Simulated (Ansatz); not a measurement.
GaGe3:

```
CELL_PARAMETERS angstrom
0.00000 3.38717 3.38717
3.38717 0.00000 3.38717
3.38717 3.38717 0.00000
ATOMIC_POSITIONS crystal
Ge 0.50000 0.50000 0.50000
Ge 0.75000 0.75000 0.75000
Ge 0.25000 0.25000 0.25000
Ga 0.00000 0.00000 0.00000
```

The cell comes from a database or a generator and needn't be the stable form of this composition.

| Quantity | Value |
| --- | --- |
| Program | Ansatz 0.2.0 |
| Task | single point |
| Functional | PBE |
| Potentials or basis | Ansatz PAW |
| Cutoff | 420 eV (not typed: the program's choice for these potentials) |
| k mesh | 7 × 7 × 7 |
| Occupations | fermi-dirac, width 0.05 eV |
| Spin | no spin polarisation |

On this cell: pressure -0.5 GPa; largest force zero by symmetry; band gap on the k mesh none (metal or under the smearing width).

The same run follows on a disturbed copy (atoms moved at random, drawn with an rms of 0.05 Å):

```xyz
4
Lattice="0.0000 3.3872 3.3872 3.3872 0.0000 3.3872 3.3872 3.3872 0.0000" Properties=species:S:1:pos:R:3 pbc="T T T"
Ge    3.3730    3.3939    3.4160
Ge    5.0738    5.0998    5.1187
Ge    1.7175    1.6971    1.7076
Ga   -0.0238    0.0694   -0.0266
```

**Question.** What changes?

**Answer.** The energy (extrapolated to zero smearing) moves by +2.2 meV/atom; pressure -0.4 GPa; largest force 0.173 eV/Å; band gap on the k mesh none (metal or under the smearing width).

Forces in eV/Å, atoms in the order of the input:
```
Ge   0.022  0.032 -0.029
Ge   0.009  0.020 -0.060
Ge  -0.082  0.068 -0.025
Ga   0.051 -0.120  0.114
```

Stress tensor (GPa, compression positive):
```
-0.44 -0.01  0.03
-0.01 -0.41 -0.08
 0.03 -0.08 -0.41
```
